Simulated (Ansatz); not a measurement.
**C2H7BSSi: up Jacob's ladder to CCSD(T)**

An exercise on one series of results from a longer session: the logs are not shown, and one member is left open.

Method: functionals in def2-TZVPP, the program's frozen cores in correlated methods; program: Ansatz 0.2.0, Gaussian basis.

Levels to be run: PBE-D4, r2SCAN-D4, PBE0-D4, B3LYP-D4, ωB97X-V, ωB97M-V, B2PLYP; CCSD(T)/def2-TZVPP; MP2/def2-QZVPP; extrapolation to the limit.

### The geometry

An earlier PBE0-D4 in a triple-zeta def2 set relaxation fixed the geometry.

SMILES `S[SiH2]C1BC1`, 12 atoms, charge 0, spin multiplicity 1.

Atoms are counted from 1 here; the program's logs count them from 0.

Bond lengths: S1–Si2 2.139 Å, S1–H6 1.344 Å, Si2–C3 1.845 Å, Si2–H7 1.485 Å, Si2–H8 1.489 Å, C3–B4 1.517 Å, C3–C5 1.556 Å, C3–H9 1.090 Å, B4–C5 1.518 Å, B4–H10 1.184 Å, C5–H11 1.087 Å, C5–H12 1.087 Å. Angles: Si2–S1–H6 94.4°, S1–Si2–C3 112.7°, S1–Si2–H7 103.6°, S1–Si2–H8 111.5°, C3–Si2–H7 112.5°, C3–Si2–H8 107.7°, H7–Si2–H8 108.8°, Si2–C3–B4 122.5°, Si2–C3–C5 117.6°, Si2–C3–H9 113.1°, B4–C3–C5 59.2°, B4–C3–H9 116.3°, C5–C3–H9 118.2°, C3–B4–C5 61.7°, C3–B4–H10 147.9°, C5–B4–H10 150.1°, C3–C5–B4 59.1°, C3–C5–H11 118.5° and more.

Set-up of the first run:

in.yaml

```yaml
crystal:
  periodic: [false, false, false]
  atoms:
    - {symbol: S, position_ang: [-1.618201, 1.564028, 1.961295]}
    - {symbol: Si, position_ang: [-0.950483, -0.214020, 0.978343]}
    - {symbol: C, position_ang: [0.672173, 0.009871, 0.128367]}
    - {symbol: B, position_ang: [0.782647, 0.497486, -1.304006]}
    - {symbol: C, position_ang: [1.024461, -0.974649, -1.023911]}
    - {symbol: H, position_ang: [-1.566909, 2.321620, 0.852376]}
    - {symbol: H, position_ang: [-0.885794, -1.215627, 2.073472]}
    - {symbol: H, position_ang: [-1.934017, -0.678798, -0.037974]}
    - {symbol: H, position_ang: [1.469965, 0.316403, 0.805226]}
    - {symbol: H, position_ang: [0.780842, 1.412296, -2.055125]}
    - {symbol: H, position_ang: [2.033048, -1.376957, -1.071790]}
    - {symbol: H, position_ang: [0.269369, -1.716753, -1.272170]}
basis:
  gaussian: {orbitals: def2-TZVPP}
hamiltonian: {xc: pbe, dispersion: d4}
output: {forces: true, orbitals: {seedname: orbitals}}
```

On the command line:

```
ansatz run in.yaml --threads 4 --pin off --events-out ev --progress --plain --max-ram 10444MiB
```

Among the steps run: PBE-D4 (GGA); r2SCAN-D4 (meta-GGA); PBE0-D4 (hybrid); B3LYP-D4 (hybrid); ωB97X-V (range-separated); ωB97M-V (range-separated); B2PLYP (double hybrid); CCSD(T) in def2-TZVPP; MP2 in def2-QZVPP.

One of the session's tables, all rows but one given; the rest of the session is left out.

| method | atomisation energy (kJ/mol) |
| --- | --- |
| PBE-D4 | 4365.8 |
| r2SCAN-D4 | 4329.5 |
| PBE0-D4 | 4325.7 |
| B3LYP-D4 | 4294.6 |
| ωB97X-V | 4324.0 |
| ωB97M-V | 4324.2 |
| B2PLYP | 4243.7 |
| HF/def2-TZVPP | ? |
| MP2/def2-TZVPP | 4233.0 |
| CCSD/def2-TZVPP | 4118.1 |
| CCSD(T)/def2-TZVPP | 4175.7 |
| MP2/CBS | 4340.5 |
| CCSD(T)/CBS | 4283.2 |

**Question.** Estimate the row for HF/def2-TZVPP.

**Answer.** atomisation energy (kJ/mol): 3229.2. In the column «atomisation energy (kJ/mol)» it is the lowest.

To keep in mind: Free atoms (1 S, 1 Si, 2 C, 1 B, 7 H) were run apart at each level; the atomisation energy is their sum less the molecule, without zero-point or spin-orbit terms.
